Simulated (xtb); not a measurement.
# BSiNH6O2 (SMILES OBN[SiH2]O) at 4 levels

Wanted: a comparison of 4 runs (GFN-FF, GFN2-xTB, GFN0-xTB, GFN1-xTB) of BSiNH6O2. 

The calculation is run with xtb 6.7.1.

7 further runs of the same task are left out: 2 that didn't finish, 5 set aside as unsound or not needed.

## (1) The molecule

The species is BSiNH6O2 (11 atoms), meant as a singlet with charge 0. SMILES: `OBN[SiH2]O`. Geometry: optimised at GFN2-xTB. This is one conformer, not always the lowest.

Bond lengths: O1–B2 1.345 Å, B2–N3 1.416 Å, N3–Si4 1.725 Å, Si4–O5 1.625 Å, O1–H6 0.957 Å, B2–H7 1.172 Å, N3–H8 1.008 Å, Si4–H9 1.469 Å, Si4–H10 1.469 Å, O5–H11 0.951 Å. Some angles: O1–B2–N3 122.6°, B2–N3–Si4 129.6°, N3–Si4–O5 101.6°, O1–B2–H7 116.6°, N3–B2–H7 120.8°, B2–O1–H6 115.4°, B2–N3–H8 116.6°, Si4–N3–H8 113.8°, N3–Si4–H9 111.7°, N3–Si4–H10 111.8°.

## (2) Energy and gradient at GFN-FF (run 1)

Input file mol.xyz:

```xyz
11
BH6NO2Si
O     -1.51836800     1.43329500     1.09166300
B     -0.48747800     0.70808600     1.56016100
N      0.31712400    -0.10358900     0.72343900
Si     0.21110700    -0.37283800    -0.97663900
O      1.45024200    -1.39501100    -1.22494500
H     -1.67329200     1.36656800     0.14997000
H     -0.27805400     0.77669400     2.71135900
H      1.06619400    -0.60889100     1.16950100
H      0.40203300     0.86959300    -1.73691300
H     -1.06299300    -1.00060200    -1.35169000
H      1.63868600    -1.73020600    -2.09520500
```

Command:

```bash
$ xtb mol.xyz --grad --gff -c 0 > xtb.out 2> xtb.err
```

Standard output:

```text
* xtb version 6.7.1
[...]
         ::                     SUMMARY                     ::
         :::::::::::::::::::::::::::::::::::::::::::::::::::::
         :: total energy              -1.320227067046 Eh    ::
         :: gradient norm              0.058591100520 Eh/a0 ::
         ::.................................................::
         :: bond energy               -1.267702202748 Eh    ::
         :: angle energy               0.020011261404 Eh    ::
         :: torsion energy             0.000118036377 Eh    ::
         :: repulsion energy           0.083780223452 Eh    ::
         :: electrostat energy        -0.152225980970 Eh    ::
         :: dispersion energy         -0.004354357836 Eh    ::
         :: HB energy                 -0.000000682393 Eh    ::
         :: XB energy                  0.000000000000 Eh    ::
         :: bonded atm energy          0.000146635668 Eh    ::
         :: external energy            0.000000000000 Eh    ::
         :: add. restraining           0.000000000000 Eh    ::
         :: total charge              -0.000000000000 e     ::
[...]
molecular dipole:
                 x           y           z       tot (Debye)
 q only:        0.078      -0.212      -0.678       1.816
           -------------------------------------------------
          | TOTAL ENERGY               -1.320227067046 Eh   |
          | GRADIENT NORM               0.058591100520 Eh/α |
           -------------------------------------------------
########################################################################
[WARNING] Runtime exception occurred
-1- gfnff_setup: Could not read topology file.
########################################################################
[...]
```

Standard error:

```text
normal termination of xtb
```

Wall time 0.014 s (1 thread of Arm Neoverse V1, shared host).

## (3) Energy and forces at GFN2-xTB (run 2)

Input file xcontrol:

```
$chrg 0
$spin 0
$end
```

Input file geom.xyz:

```xyz
11

O     -1.51837     1.43330     1.09166
B     -0.48748     0.70809     1.56016
N      0.31712    -0.10359     0.72344
Si     0.21111    -0.37284    -0.97664
O      1.45024    -1.39501    -1.22494
H     -1.67329     1.36657     0.14997
H     -0.27805     0.77669     2.71136
H      1.06619    -0.60889     1.16950
H      0.40203     0.86959    -1.73691
H     -1.06299    -1.00060    -1.35169
H      1.63869    -1.73021    -2.09520
```

Command:

```bash
$ xtb geom.xyz --json --grad --input xcontrol --gfn 2 > xtb.out 2> xtb.err
```

Standard output:

```text
* xtb version 6.7.1
[...]
          :  # basis functions                  32          :
[...]
          :  # electrons                        30          :
[...]
          :  Hamiltonian                  GFN2-xTB          :
[...]
          :  net charge                          0          :
          :  unpaired electrons                  0          :
[...]
   *** convergence criteria satisfied after 13 iterations ***
[...]
         ::                     SUMMARY                     ::
         :::::::::::::::::::::::::::::::::::::::::::::::::::::
         :: total energy             -17.230470435567 Eh    ::
         :: gradient norm              0.000312445565 Eh/a0 ::
         :: HOMO-LUMO gap              6.153842489951 eV    ::
         ::.................................................::
         :: SCC energy               -17.376462589824 Eh    ::
         :: -> isotropic ES            0.094865122271 Eh    ::
         :: -> anisotropic ES          0.004314122234 Eh    ::
         :: -> anisotropic XC         -0.002288260512 Eh    ::
         :: -> dispersion             -0.005916239094 Eh    ::
         :: repulsion energy           0.145992154258 Eh    ::
         :: add. restraining           0.000000000000 Eh    ::
         :: total charge               0.000000000000 e     ::
         :::::::::::::::::::::::::::::::::::::::::::::::::::::
[...]
        15        2.0000           -0.3903328             -10.6215 (HOMO)
        16                         -0.1641832              -4.4677 (LUMO)
[...]
     #   Z          covCN         q      C6AA      α(0)
     1   8          1.594    -0.459    22.074     6.341
     2   5          2.594     0.352    16.866     6.979
     3   7          2.520    -0.394    30.250     8.168
     4  14          3.456     0.535   101.743    19.635
     5   8          1.576    -0.476    22.439     6.392
     6   1          0.806     0.288     0.760     1.369
     7   1          0.938    -0.108     5.857     3.784
     8   1          0.862     0.165     1.303     1.788
     9   1          0.917    -0.097     5.472     3.659
    10   1          0.917    -0.097     5.471     3.658
    11   1          0.810     0.293     0.742     1.352
[...]
          | TOTAL ENERGY              -17.230470435567 Eh   |
          | GRADIENT NORM               0.000312445565 Eh/α |
          | HOMO-LUMO GAP               6.153842489951 eV   |
           -------------------------------------------------
[...]
```

Standard error:

```text
normal termination of xtb
```

It took 0.03 s on 1 thread of Arm Neoverse V1, shared host.

Run 3 isn't shown in full; the table further down has it.

## (4) Energy and gradient at GFN1-xTB (run 4)

Input file struc.xyz:

```xyz
11

O     -1.51837     1.43330     1.09166
B     -0.48748     0.70809     1.56016
N      0.31712    -0.10359     0.72344
Si     0.21111    -0.37284    -0.97664
O      1.45024    -1.39501    -1.22494
H     -1.67329     1.36657     0.14997
H     -0.27805     0.77669     2.71136
H      1.06619    -0.60889     1.16950
H      0.40203     0.86959    -1.73691
H     -1.06299    -1.00060    -1.35169
H      1.63869    -1.73021    -2.09520
```

Command:

```bash
$ xtb struc.xyz --json --grad --gfn 1 > run.log 2> xtb.err
```

Standard output:

```text
* xtb version 6.7.1
[...]
          :  # basis functions                  38          :
[...]
          :  # electrons                        30          :
[...]
          :  Hamiltonian                  GFN1-xTB          :
[...]
          :  net charge                          0          :
          :  unpaired electrons                  0          :
[...]
   *** convergence criteria satisfied after 10 iterations ***
[...]
         ::                     SUMMARY                     ::
         :::::::::::::::::::::::::::::::::::::::::::::::::::::
         :: total energy             -19.276930557337 Eh    ::
         :: gradient norm              0.035846642883 Eh/a0 ::
         :: HOMO-LUMO gap              6.489337510032 eV    ::
         ::.................................................::
         :: SCC energy               -19.439281066107 Eh    ::
         :: -> electrostatic           0.091188756514 Eh    ::
         :: repulsion energy           0.165695299331 Eh    ::
         :: dispersion energy         -0.003344790561 Eh    ::
         :: halogen bond corr.         0.000000000000 Eh    ::
         :: add. restraining           0.000000000000 Eh    ::
         :: total charge              -0.000000000000 e     ::
         :::::::::::::::::::::::::::::::::::::::::::::::::::::
[...]
        15        2.0000           -0.4137931             -11.2599 (HOMO)
        16                         -0.1753143              -4.7705 (LUMO)
[...]
     #   Z sym  total        # sym  WBO       # sym  WBO       # sym  WBO
 ---------------------------------------------------------------------------
     1   8      2.094 --     2      1.151     6      0.861
     2   5      3.313 --     1      1.151     3      1.130     7      0.946
     3   7      3.366 --     4      1.235     2      1.130     8      0.900
     4  14      4.659 --     5      1.380     3      1.235    10      0.940
                             9      0.940
     5   8      2.250 --     4      1.380    11      0.837
     6   1      0.889 --     1      0.861
     7   1      0.992 --     2      0.946
     8   1      0.962 --     3      0.900
     9   1      0.991 --     4      0.940
    10   1      0.991 --     4      0.940
    11   1      0.872 --     5      0.837
 ---------------------------------------------------------------------------
[...]
          | TOTAL ENERGY              -19.276930557337 Eh   |
          | GRADIENT NORM               0.035846642883 Eh/α |
          | HOMO-LUMO GAP               6.489337510032 eV   |
           -------------------------------------------------
[...]
```

Standard error:

```text
normal termination of xtb
```

Run time: 0.026 s. Hardware: 1 thread of Arm Neoverse V1, shared host.

## (5) All runs side by side

```csv
run,level,energy (Eh),dipole moment (D),dispersion energy (kJ/mol),largest force (eV/Å),wall time
1,GFN-FF,-1.320227,1.82,-11.43,1.728,0.014 s
2,GFN2-xTB,-17.230470,3.46,-15.53,0.008,0.03 s
3,GFN0-xTB,-16.056929,3.02,-6.78,1.435,0.026 s
4,GFN1-xTB,-19.276931,4.25,-8.78,0.889,0.026 s
```

## (6) Summary of results

```
                       quantity         value
            run 4: total energy  -19.27693 Eh
           run 4: dipole moment        4.25 D
             run 4: HOMO energy     -11.26 eV
             run 4: LUMO energy      -4.77 eV
           run 4: HOMO–LUMO gap       6.49 eV
       run 4: dispersion energy  -8.78 kJ/mol
run 4: largest force on an atom    0.889 eV/Å
```

In words: The dipole moment (its size) runs from 1.82 D (GFN-FF) to 4.25 D (GFN1-xTB). Over runs 2, 3, 4 the HOMO–LUMO gap runs from 6.02 eV (GFN0-xTB) to 6.49 eV (GFN1-xTB). Force-field and semi-empirical energies have zeros of their own, so their totals don't compare. All runs together took 0.096 s, the longest 0.03 s.
